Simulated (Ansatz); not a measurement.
TaBeB, space group P-6m2, a phonon calculation by finite displacements

Computed with the Ansatz DFT code, driven from Python.

The cells in order, each with its output:

**Cell 1**
```python
from pathlib import Path
import warnings

import ansatz as az
import numpy as np

warnings.simplefilter('ignore', az.DeckWarning)

vectors = np.array([
    [3.249904, 0.0, 0.0],
    [-1.624952, 2.8145, 0.0],
    [0.0, 0.0, 3.246103],
])
system = (
    az.Lattice.of(vectors)
    .atom('Ta', [1 / 3, 2 / 3, 0.0])
    .atom('Be', [2 / 3, 1 / 3, 0.5])
    .atom('B', [0.0, 0.0, 0.5])
)

system.resolved().tree()['lattice']
```
Output:
```text
((3.249904, 0.0, 0.0), (-1.624952, 2.8145, 0.0), (0.0, 0.0, 3.246103))
```

**Cell 2**
```python
# the cell itself: zone-centre modes alone
setup = (
    system.calculation()
    .basis(510)
    .functional(az.Functional.PBESOL)
    .occupations(az.OccupationsMethod.METHFESSEL_PAXTON, width=100 * az.meV)
    .kpoints(10, 10, 9)
    .phonons('fd', supercell=1, amplitude=0.015)
)
done = setup.run(runs_dir='out')
folder = Path(done.output_folder) / 'results'
ph = done.phonons
```

**Cell 3**
```python
for mode, w in enumerate(ph.gamma_omega_inv_cm, start=1):
    print(f'Gamma mode {mode:2d}: {w:8.1f} 1/cm  {w / 33.35641:7.3f} THz')
print(f'{ph.n_members} displaced supercells, sum-rule residual {ph.asr_residual_pre_ev_ang2:.1e} eV/A^2')
optical = np.sort(ph.gamma_omega_inv_cm)
print('imaginary modes at Gamma:', int((optical < -10).sum()), '- highest mode', round(float(optical[-1]), 1), '1/cm')
```
Output:
```text
Gamma mode  1:      0.0 1/cm    0.000 THz
Gamma mode  2:      0.0 1/cm    0.000 THz
Gamma mode  3:      0.0 1/cm    0.000 THz
Gamma mode  4:    396.2 1/cm   11.878 THz
Gamma mode  5:    477.0 1/cm   14.301 THz
Gamma mode  6:    477.0 1/cm   14.301 THz
Gamma mode  7:    574.9 1/cm   17.235 THz
Gamma mode  8:    830.4 1/cm   24.895 THz
Gamma mode  9:    830.4 1/cm   24.895 THz
6 displaced supercells, sum-rule residual 5.2e-03 eV/A^2
imaginary modes at Gamma: 0 - highest mode 830.4 1/cm
```

Reading the output:
- The run is spin-unpolarised.
- The cell isn't relaxed first, so the values belong to this volume.
- For a metal this k-point mesh is coarse: on a finer one energies can move by several to tens of meV an atom and pressures by half a GPa or more, differences at one mesh by less.
- Spin-orbit coupling, which matters for elements this heavy, is left out.
- The structure comes from a database of computed cells and needn't be a stable or known phase.
- The structure is taken as given and the supercell is small; imaginary modes can come from an unrelaxed or unstable start. Phonons of metals also depend on mesh and smearing.
- Wall time of the script: 41 s on 1 thread of Arm Neoverse V2, on a shared host, peak memory 0.54 GiB.
